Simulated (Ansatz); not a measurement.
# TiH (quartet): from Hartree-Fock to the top rungs, def2-QZVPP

One table from this session's results is given with a row withheld; the runs are named, their logs left out.

Computed with Ansatz 0.2.0, Gaussian basis. Level: def2-QZVPP, core rule «outside noble gas», up to 9 orbitals frozen.

Plan: UHF; ROHF; CCSD(T) on UHF.

### What is computed

The geometry is a PBE0/def2-TZVP stationary point (not a proven minimum).

2 atoms, charge 0, spin multiplicity 4.

Atoms are counted from 1 here; the program's logs count them from 0.

Bond lengths: Ti1–H2 1.754 Å.

Set-up of the first run:

in.yaml

```yaml
crystal:
  periodic: [false, false, false]
  atoms:
    - {symbol: Ti, position_ang: [0.000000, 0.000000, 0.000000]}
    - {symbol: H, position_ang: [0.000000, 0.000000, 1.753968]}
basis:
  gaussian: {orbitals: "def2-QZVPP.json"}
magnetization: {spin_polarized: true, initial_magnetization: 3}
hamiltonian: {xc: hf}
output: {orbitals: {seedname: orbitals}}
```

Run with:

```
$ ansatz run in.yaml --threads 1 --pin off --events-out ev --progress --plain --max-ram 4096MiB --backend cpu
```

Steps of the session up to this table: UHF; ROHF; CCSD(T) on UHF.

One of the session's tables, all rows but one given; the rest of the session is left out.

| method | from UCCSD(T) (meV) |
| --- | --- |
| ROHF | +2029.7 |
| UHF | +1886.3 |
| UMP2 | +463.4 |
| UCCSD | ? |
| UCCSD(T) | 0 |

Estimate the missing values for UCCSD.

As computed: from UCCSD(T) (meV): +50.2. In the column «from UCCSD(T) (meV)» it lies between UCCSD(T) (0) and UMP2 (+463.4).
